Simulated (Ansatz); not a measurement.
# AlH6ClO4: the cost of one run

All numbers below are computed with Ansatz 0.2.0 (DFT PBE, plane waves, PAW, scalar-relativistic, no spin polarisation).

### 1 The system as given

The cell holds 24 atoms (Al2Cl2H12O8): a = 7.933 Å, b = 7.933 Å, c = 5.128 Å, α = 107.93°, β = 107.93°, γ = 112.79°.

The coordinates stand in the first input below.

### 2 Run 1

150 steps of 0.75 fs under a Langevin thermostat at 1200 K.

input.yaml

```yaml
accuracy: low
crystal:
  lattice:
    - [4.391, -6.60715, 0.0]
    - [4.391, 6.60715, 0.0]
    - [-2.85313, 0.0, 4.261471]
  atoms:
    - { symbol: Al, position: [0.05162, 0.94838, 0.25] }
    - { symbol: Al, position: [0.94838, 0.05162, 0.75] }
    - { symbol: H, position: [0.1659, 0.2999, 0.308] }
    - { symbol: H, position: [0.7001, 0.8341, 0.192] }
    - { symbol: H, position: [0.8341, 0.7001, 0.692] }
    - { symbol: H, position: [0.2999, 0.1659, 0.808] }
    - { symbol: H, position: [0.9116, 0.6088, 0.242] }
    - { symbol: H, position: [0.3912, 0.0884, 0.258] }
    - { symbol: H, position: [0.0884, 0.3912, 0.758] }
    - { symbol: H, position: [0.6088, 0.9116, 0.742] }
    - { symbol: H, position: [0.1036, 0.665, 0.3016] }
    - { symbol: H, position: [0.335, 0.8964, 0.1984] }
    - { symbol: H, position: [0.8964, 0.335, 0.6984] }
    - { symbol: H, position: [0.665, 0.1036, 0.8016] }
    - { symbol: Cl, position: [0.339585, 0.660415, 0.75] }
    - { symbol: Cl, position: [0.660415, 0.339585, 0.25] }
    - { symbol: O, position: [0.09651, 0.17505, 0.17868] }
    - { symbol: O, position: [0.82495, 0.90349, 0.32132] }
    - { symbol: O, position: [0.90349, 0.82495, 0.82132] }
    - { symbol: O, position: [0.17505, 0.09651, 0.67868] }
    - { symbol: O, position: [0.01256, 0.68986, 0.2384] }
    - { symbol: O, position: [0.31014, 0.98744, 0.2616] }
    - { symbol: O, position: [0.98744, 0.31014, 0.7616] }
    - { symbol: O, position: [0.68986, 0.01256, 0.7384] }
basis:
  ecutwfc: 420.0
kpoints:
  mp_grid: { grid: [2, 2, 3] }
hamiltonian:
  xc: pbe
scf:
  occupations: { method: fermi_dirac, width: 0.05 }
  lower_state_search: "off"
md:
  timestep: 0.75
  n_steps: 150
  ensemble: nvt_langevin
  temperature: 1200.0
  initial_velocities: maxwell_boltzmann
  seed: 212797
  friction: 0.005
```

Command:

```sh
$ ansatz run input.yaml --threads 1 --pin off --max-ram 3072MiB --backend cpu --events-out ev --progress --plain --runs-dir out
```

What time and memory should one allow on 1 thread of AMD EPYC 9R14 (Zen 4), shared host?

About 10 min, with a peak of 0.61 GiB.
